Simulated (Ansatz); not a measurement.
# Zr6VTe2: the cost of one run

Method: DFT PBEsol, scalar-relativistic, plane waves, PAW, in Ansatz 0.2.0.

## (1) The system as given

Symmetry: P-62m, No. 189, hexagonal system. Conventional cell: a = 7.714 Å, b = 7.714 Å, c = 3.712 Å, α = 90.00°, β = 90.00°, γ = 120.00°. Zr (site symmetry m2m) is surrounded by 2 Ni at 2.61 Å and 2 Te at 3.01 Å. Around Zr (site symmetry m2m) lie 4 Te at 2.99 Å and 1 Ni at 3.14 Å and 6 Zr at 3.30 to 3.31 Å. Ni (site symmetry -62m) is surrounded by 6 Zr at 2.61 Å. Around Te (site symmetry -6) lie 9 Zr at 2.99 to 3.01 Å.

Structure file:

```cif
data_structure
_symmetry_space_group_name_H-M 'P 1'
_symmetry_Int_Tables_number 1
_cell_length_a 7.7144
_cell_length_b 7.7144
_cell_length_c 3.7125
_cell_angle_alpha 90.000
_cell_angle_beta 90.000
_cell_angle_gamma 120.000
_cell_volume 191.34
loop_
_atom_site_label
_atom_site_type_symbol
_atom_site_fract_x
_atom_site_fract_y
_atom_site_fract_z
_atom_site_occupancy
Zr1 Zr 0.23799 0.00000 0.00000 1
Zr2 Zr 0.00000 0.23799 0.00000 1
Zr3 Zr 0.76201 0.76201 0.00000 1
Zr4 Zr 0.59236 0.00000 0.50000 1
Zr5 Zr 0.00000 0.59236 0.50000 1
Zr6 Zr 0.40764 0.40764 0.50000 1
Ni1 Ni 0.00000 0.00000 0.50000 1
Te1 Te 0.33333 0.66667 0.00000 1
Te2 Te 0.66667 0.33333 0.00000 1
```

The structure comes from the Materials Project (structure only).

## (2) One element swapped, cell strained: Ni → V, first probe

The change: V takes all sites of Ni, and lengths are scaled by 1.012 as a first guess of the size; strain xx, yy, zz, yz, xz, xy = -2.2, -2.2, -2.2, +0.0, +0.0, +0.0 %.

input.yaml

```yaml
crystal:
  lattice:
    - [7.6314763981, 0.0, 0.0]
    - [-3.815738199, 6.6090524292, 0.0]
    - [0.0, 0.0, 3.6725797736]
  atoms:
    - { symbol: Zr, position: [0.23798722, 0.0, 0.0] }
    - { symbol: Zr, position: [0.0, 0.23798722, 0.0] }
    - { symbol: Zr, position: [0.76201278, 0.76201278, 0.0] }
    - { symbol: Zr, position: [0.59235604, 0.0, 0.5] }
    - { symbol: Zr, position: [0.0, 0.59235604, 0.5] }
    - { symbol: Zr, position: [0.40764396, 0.40764396, 0.5] }
    - { symbol: V, position: [0.0, 0.0, 0.5], spin: 2.0 }
    - { symbol: Te, position: [0.3333333333, 0.6666666667, 0.0] }
    - { symbol: Te, position: [0.6666666667, 0.3333333333, 0.0] }
basis:
  ecutwfc: 420
kpoints:
  mp_grid: { grid: [3, 3, 6] }
hamiltonian:
  xc: pbesol
scf:
  occupations: { method: gaussian, width: 0.1 }
  lower_state_search: "off"
output:
  forces: true
  stress: true
  eigenvalues: true
  populations: true
magnetization:
  spin_polarized: true
```

Launch:

```bash
> ansatz run input.yaml --threads 2 --pin off --max-ram 3584MiB --backend cpu --events-out ev --progress --plain --runs-dir out
```

**Question.** How long does this run take on 2 threads of Intel Xeon 6975P-C (Granite Rapids), shared host, and how much memory does it need?

About 23 s, with a peak of 0.68 GiB.
